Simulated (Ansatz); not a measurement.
This script drives the Python package of Ansatz (0.2.0).

`eos_lapw_cdte.py`
```python
# -*- coding: utf-8 -*-
"""All-electron equation of state of CdTe."""

import ansatz as az
from ase.eos import EquationOfState
from ase.units import GPa
import numpy as np

VECTORS = np.array([
    [0.0, 3.205, 3.205],
    [3.205, 0.0, 3.205],
    [3.205, 3.205, 0.0],
])
SITES = [
    ("Cd", (0.0, 0.0, 0.0)),
    ("Te", (0.25, 0.25, 0.25)),
]


def crystal_on(cell):
    crystal = az.Crystal(lattice=az.Lattice.of(cell))
    for symbol, position in SITES:
        crystal = crystal.atom(symbol, position)
    return crystal

volumes, energies = [], []
for scale in np.linspace(0.92, 1.08, 5):
    cell = VECTORS * scale ** (1 / 3)
    setup = (
        crystal_on(cell).calculation()
        .functional(az.Functional.LDA)
        .occupations("fixed")
        .kpoints(6, 6, 6)
        .pseudopotentials("all_electron", lapw=True)
    )
    rep = setup.run(threads=1).report
    volumes.append(abs(np.linalg.det(cell)) / len(SITES))
    energies.append(rep["free_energy_ev"] / len(SITES))
    print(f"{scale:.3f} {volumes[-1]:9.4f} A^3/atom {energies[-1]:16.5f} eV/atom  (estimated basis error {1000 * rep['lapw_basis_errors']['total_ev_per_atom']:.2f} meV/atom)")
v0, e0, bulk = EquationOfState(volumes, energies, eos="birchmurnaghan").fit()
print(f"V0 = {v0:.4f} A^3/atom, B0 = {bulk / GPa:.1f} GPa")
```

It is started by `python eos_lapw_cdte.py`. How long does it take on 1 thread of Arm Neoverse V2, on a shared host, and how much memory does it need?

It took about 68 s, with a peak of 0.4 GiB, for 5 runs of the engine.

```console
$ python eos_lapw_cdte.py
0.920   30.2881 A^3/atom    -168415.72268 eV/atom  (estimated basis error 0.10 meV/atom)
0.960   31.6050 A^3/atom    -168415.75023 eV/atom  (estimated basis error 0.10 meV/atom)
1.000   32.9218 A^3/atom    -168415.75851 eV/atom  (estimated basis error 0.10 meV/atom)
1.040   34.2387 A^3/atom    -168415.75151 eV/atom  (estimated basis error 0.10 meV/atom)
1.080   35.5556 A^3/atom    -168415.73240 eV/atom  (estimated basis error 0.10 meV/atom)
V0 = 32.9268 A^3/atom, B0 = 46.2 GPa
```

A third-order Birch-Murnaghan fit through the 5 points has its minimum at 32.93 Å³ an atom, 0.0 % above the typed cell, with a bulk modulus of 46 GPa and dB/dP = 4.8. From that minimum the energy rises by 35.8 meV an atom on the compressed side and 26.1 meV on the expanded side.

Reading the output:
- All-electron totals depend on functional, relativistic treatment and basis; only differences at equal settings carry meaning.
- Of the deposited cell: the entry's cell lengths or inner coordinates differ somewhat from later room-temperature determinations.
- The starting cell is as deposited in a crystallographic database; the results hold for this polymorph, which needn't be the stable one.
